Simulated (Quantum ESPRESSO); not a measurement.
# CoSi2 (I4/mmm) in Quantum ESPRESSO: single point with PBEsol

Aim: the single point of CoSi2 with PBEsol.

Everything below comes from runs of Quantum ESPRESSO 7.5. Logs are shortened: lines on timing, memory, paths and dates and some standing lists are left out, and cuts for length are marked.

**1. The crystal as given**

Symmetry: I4/mmm, No. 139, tetragonal system. Conventional cell: a = 3.748 Å, b = 3.748 Å, c = 5.354 Å, α = 90.00°, β = 90.00°, γ = 90.00°. Co (site symmetry 4/mmm) is surrounded by 8 Si at 2.30 Å. Si (site symmetry -4m2) has 4 Co at 2.30 Å as nearest neighbours.

The cell was built by a generator and needn't be a form met in nature.

**2. Single point, PBEsol**

The input, pw.in:

```
&CONTROL
  calculation = 'scf'
  prefix = 'pwscf'
  outdir = './tmp'
  pseudo_dir = './pseudo'
  tprnfor = .true.
  tstress = .true.
  disk_io = 'nowf'
/
&SYSTEM
  ibrav = 0
  nat = 3
  ntyp = 2
  ecutwfc = 96
  nbnd = 19
  occupations = 'smearing'
  smearing = 'mp'
  degauss = 0.00734986
/
&ELECTRONS
  conv_thr = 6d-10
  electron_maxstep = 120
  mixing_beta = 0.5
/
ATOMIC_SPECIES
Co    58.9332 Co.upf
Si    28.0850 Si.upf
CELL_PARAMETERS angstrom
   0.0000000000    2.6503636500    2.6769204000
   2.6503636500    0.0000000000    2.6769204000
   2.6503636500    2.6503636500    0.0000000000
ATOMIC_POSITIONS crystal
Co     0.0000000000    0.0000000000    0.0000000000
Si     0.2500000000    0.2500000000    0.2500000000
Si     0.7500000000    0.7500000000    0.7500000000
K_POINTS automatic
16 16 16 0 0 0
```

Potentials or basis: PseudoDojo 0.4.1 SR PBEsol standard.

On the command line:

```sh
OMP_NUM_THREADS=1 pw.x -in pw.in > pw.out
```

pw.out:

```text
This program is part of the open-source Quantum ESPRESSO suite
     for quantum simulation of materials; please cite
         "P. Giannozzi et al., J. Phys.:Condens. Matter 21 395502 (2009);
         "P. Giannozzi et al., J. Phys.:Condens. Matter 29 465901 (2017);
         "P. Giannozzi et al., J. Chem. Phys. 152 154105 (2020);
     in publications or presentations arising from this work. More details at

     Message from routine setup:
     using ibrav=0 with symmetry is DISCOURAGED, use correct ibrav instead

     G-vector sticks info
     --------------------
     sticks:   dense  smooth     PW     G-vecs:    dense   smooth      PW
     Sum        1341    1341    383                32279    32279    5061

     Using Slab Decomposition

     bravais-lattice index     =            0
     lattice parameter (alat)  =       7.1186  a.u.
     unit-cell volume          =     253.7891 (a.u.)^3
     number of atoms/cell      =            3
     number of atomic types    =            2
     number of electrons       =        25.00
     number of Kohn-Sham states=           19
     kinetic-energy cutoff     =      96.0000  Ry
     charge density cutoff     =     384.0000  Ry
     scf convergence threshold =      6.0E-10
     mixing beta               =       0.5000
     number of iterations used =            8  plain     mixing
     Exchange-correlation= PBESOL
                           (   1   4  10   8   0   0   0)

     celldm(1)=   7.118609  celldm(2)=   0.000000  celldm(3)=   0.000000
     celldm(4)=   0.000000  celldm(5)=   0.000000  celldm(6)=   0.000000

     crystal axes: (cart. coord. in units of alat)
               a(1) = (   0.000000   0.703573   0.710623 )
               a(2) = (   0.703573   0.000000   0.710623 )
               a(3) = (   0.703573   0.703573   0.000000 )

     reciprocal axes: (cart. coord. in units 2 pi/alat)
               b(1) = ( -0.710658  0.710658  0.703608 )
               b(2) = (  0.710658 -0.710658  0.703608 )
               b(3) = (  0.710658  0.710658 -0.703608 )

     PseudoPot. # 1 for Co read from file:
     Co.upf
     Pseudo is Norm-conserving + core correction, Zval = 17.0
     Generated using ONCVPSP code by D. R. Hamann
     Using radial grid of 1388 points,  6 beta functions with:
                l(1) =   0
                l(2) =   0
                l(3) =   1
                l(4) =   1
                l(5) =   2
                l(6) =   2

     PseudoPot. # 2 for Si read from file:
     Si.upf
     Pseudo is Norm-conserving + core correction, Zval =  4.0
     Generated using ONCVPSP code by D. R. Hamann
     Using radial grid of 1510 points,  6 beta functions with:
                l(1) =   0
                l(2) =   0
                l(3) =   1
                l(4) =   1
                l(5) =   2
                l(6) =   2

     atomic species   valence    mass     pseudopotential
     Co               17.00    58.93320     Co( 1.00)
     Si                4.00    28.08500     Si( 1.00)

     16 Sym. Ops., with inversion, found

   Cartesian axes

     site n.     atom                  positions (alat units)
         1        Co     tau(   1) = (   0.0000000   0.0000000   0.0000000  )
         2        Si     tau(   2) = (   0.3517865   0.3517865   0.3553115  )
         3        Si     tau(   3) = (   1.0553596   1.0553596   1.0659344  )

     number of k points=   349  Methfessel-Paxton smearing, width (Ry)=  0.0073

     Number of k-points >= 100: set verbosity='high' to print them.

     Dense  grid:    32279 G-vectors     FFT dimensions: (  45,  45,  45)

     Initial potential from superposition of free atoms

     starting charge      24.9985, renormalised to      25.0000
     Starting wfcs are   18 randomized atomic wfcs +    1 random wfcs

     Self-consistent Calculation

     iteration #  1     ecut=    96.00 Ry     beta= 0.50
     Davidson diagonalization with overlap
     ethr =  1.00E-02,  avg # of iterations =  4.5

     total energy              =    -322.43573476 Ry
     estimated scf accuracy    <       0.55850304 Ry

     iteration #  2     ecut=    96.00 Ry     beta= 0.50
     Davidson diagonalization with overlap
     ethr =  2.23E-03,  avg # of iterations =  2.3

     total energy              =    -322.24478862 Ry
     estimated scf accuracy    <       4.23256293 Ry

     iteration #  3     ecut=    96.00 Ry     beta= 0.50
     Davidson diagonalization with overlap
     ethr =  2.23E-03,  avg # of iterations =  2.1

     total energy              =    -322.70625659 Ry
     estimated scf accuracy    <       0.01790337 Ry

     iteration #  4     ecut=    96.00 Ry     beta= 0.50
     Davidson diagonalization with overlap
     ethr =  7.16E-05,  avg # of iterations =  3.7

     total energy              =    -322.71118230 Ry
     estimated scf accuracy    <       0.00279536 Ry

     iteration #  5     ecut=    96.00 Ry     beta= 0.50
     Davidson diagonalization with overlap
     ethr =  1.12E-05,  avg # of iterations =  3.4

     total energy              =    -322.71057531 Ry
     estimated scf accuracy    <       0.00108641 Ry

     iteration #  6     ecut=    96.00 Ry     beta= 0.50
     Davidson diagonalization with overlap
     ethr =  4.35E-06,  avg # of iterations =  2.4

     total energy              =    -322.71084527 Ry
     estimated scf accuracy    <       0.00077217 Ry

     iteration #  7     ecut=    96.00 Ry     beta= 0.50
     Davidson diagonalization with overlap
     ethr =  3.09E-06,  avg # of iterations =  1.2

     total energy              =    -322.71089550 Ry
     estimated scf accuracy    <       0.00002701 Ry

     iteration #  8     ecut=    96.00 Ry     beta= 0.50
     Davidson diagonalization with overlap
     ethr =  1.08E-07,  avg # of iterations =  2.4

     total energy              =    -322.71090078 Ry
     estimated scf accuracy    <       0.00000023 Ry

     iteration #  9     ecut=    96.00 Ry     beta= 0.50
     Davidson diagonalization with overlap
     ethr =  9.08E-10,  avg # of iterations =  4.3

     total energy              =    -322.71090102 Ry
     estimated scf accuracy    <       0.00000031 Ry

     iteration # 10     ecut=    96.00 Ry     beta= 0.50
     Davidson diagonalization with overlap
     ethr =  9.08E-10,  avg # of iterations =  1.0

     total energy              =    -322.71090099 Ry
     estimated scf accuracy    <       0.00000010 Ry

     iteration # 11     ecut=    96.00 Ry     beta= 0.50
     Davidson diagonalization with overlap
     ethr =  4.01E-10,  avg # of iterations =  2.0

     total energy              =    -322.71090101 Ry
     estimated scf accuracy    <          6.6E-10 Ry

     iteration # 12     ecut=    96.00 Ry     beta= 0.50
     Davidson diagonalization with overlap
     ethr =  2.63E-12,  avg # of iterations =  2.6

     End of self-consistent calculation

     Number of k-points >= 100: set verbosity='high' to print the bands.

     the Fermi energy is    13.2564 ev

!    total energy              =    -322.71090101 Ry
     estimated scf accuracy    <          1.9E-12 Ry
     smearing contrib. (-TS)   =      -0.00001830 Ry
     internal energy E=F+TS    =    -322.71088271 Ry

     The total energy is F=E-TS. E is the sum of the following terms:
     one-electron contribution =    -206.57351476 Ry
     hartree contribution      =     117.62677221 Ry
     xc contribution           =     -62.15133216 Ry
     ewald contribution        =    -171.61280799 Ry

     convergence has been achieved in  12 iterations

     Forces acting on atoms (cartesian axes, Ry/au):

     atom    1 type  1   force =     0.00000000    0.00000000    0.00000000
     atom    2 type  2   force =     0.00000000    0.00000000   -0.00000000
     atom    3 type  2   force =     0.00000000    0.00000000    0.00000000

     Total force =     0.000000     Total SCF correction =     0.000000

     Computing stress (Cartesian axis) and pressure

          total   stress  (Ry/bohr**3)                   (kbar)     P=       -7.61
  -0.00003014  -0.00000000   0.00000000           -4.43       -0.00        0.00
   0.00000000  -0.00003014  -0.00000000            0.00       -4.43       -0.00
   0.00000000  -0.00000000  -0.00009484            0.00       -0.00      -13.95

=------------------------------------------------------------------------------=
   JOB DONE.
=------------------------------------------------------------------------------=
```

It took 11 min on 1 thread of Intel Xeon Platinum 8375C at 2.90GHz (Ice Lake), shared host; peak memory 0.44 GiB.

Results:

```yaml
Free_energy: -4390.7055 eV
Pressure: -0.8 GPa
Band_gap_on_the_k_mesh: none (metal or under the smearing width)
```

Spin polarisation is off, so any magnetic state and its effect on volume and gap are missing.
